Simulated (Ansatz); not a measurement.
# AlB2FGaH5: the cost of one run

Method: RKS BHLYP-D4/def2-SVP, in Ansatz 0.2.0.

### 1 The starting structure

Bond lengths: B1–Ga2 2.191 Å, Ga2–B3 2.369 Å, B3–F4 1.453 Å, B3–Al5 2.075 Å, B1–H6 1.113 Å, B1–H7 1.199 Å, Ga2–H8 0.748 Å, Al5–H9 1.630 Å, Al5–H10 1.562 Å. Angles: B1–Ga2–B3 114.7°, B1–Ga2–H8 138.5°, B3–Ga2–H8 56.6°, Ga2–B1–H6 75.8°, Ga2–B1–H7 86.8°, H6–B1–H7 121.4°, Ga2–B3–F4 128.3°, Ga2–B3–Al5 114.0°, F4–B3–Al5 117.4°, B3–Al5–H9 117.8°, B3–Al5–H10 120.4°, H9–Al5–H10 121.8°.

Coordinates:

```xyz
10

B    -0.7425    1.7463    1.6462
Ga   -0.9590   -0.4315    1.5461
B     0.1645   -1.4558   -0.2711
F     0.4756   -2.8622   -0.4612
Al    0.9517   -0.1111   -1.6409
H     0.3007    1.3648    1.7191
H    -1.3216    1.7849    0.5970
H    -1.2753   -0.9431    1.1021
H     0.7314    1.4787   -1.3574
H     1.7577   -0.6222   -2.8769
```

### 2 Relaxing end A

input.yaml

```yaml
crystal:
  periodic: [false, false, false]
  atoms:
    - { symbol: B, position_ang: [-0.7425, 1.7463, 1.6462] }
    - { symbol: Ga, position_ang: [-0.959, -0.4315, 1.5461] }
    - { symbol: B, position_ang: [0.1645, -1.4558, -0.2711] }
    - { symbol: F, position_ang: [0.4756, -2.8622, -0.4612] }
    - { symbol: Al, position_ang: [0.9517, -0.1111, -1.6409] }
    - { symbol: H, position_ang: [0.3007, 1.3648, 1.7191] }
    - { symbol: H, position_ang: [-1.3216, 1.7849, 0.597] }
    - { symbol: H, position_ang: [-1.2753, -0.9431, 1.1021] }
    - { symbol: H, position_ang: [0.7314, 1.4787, -1.3574] }
    - { symbol: H, position_ang: [1.7577, -0.6222, -2.8769] }
basis:
  gaussian: { orbitals: def2-SVP }
hamiltonian:
  xc: { name: BHLYP }
  dispersion: d4
relax:
  f_tol: 0.015
  max_steps: 40
```

The run is started by

```
$ ansatz run input.yaml --threads 2 --pin off --max-ram 3072MiB --backend cpu --events-out ev --progress --plain --runs-dir out
```

Q: Estimate wall time and peak memory on 2 threads of Arm Neoverse V2, shared host.

About 1.9 min, with a peak of 0.29 GiB.
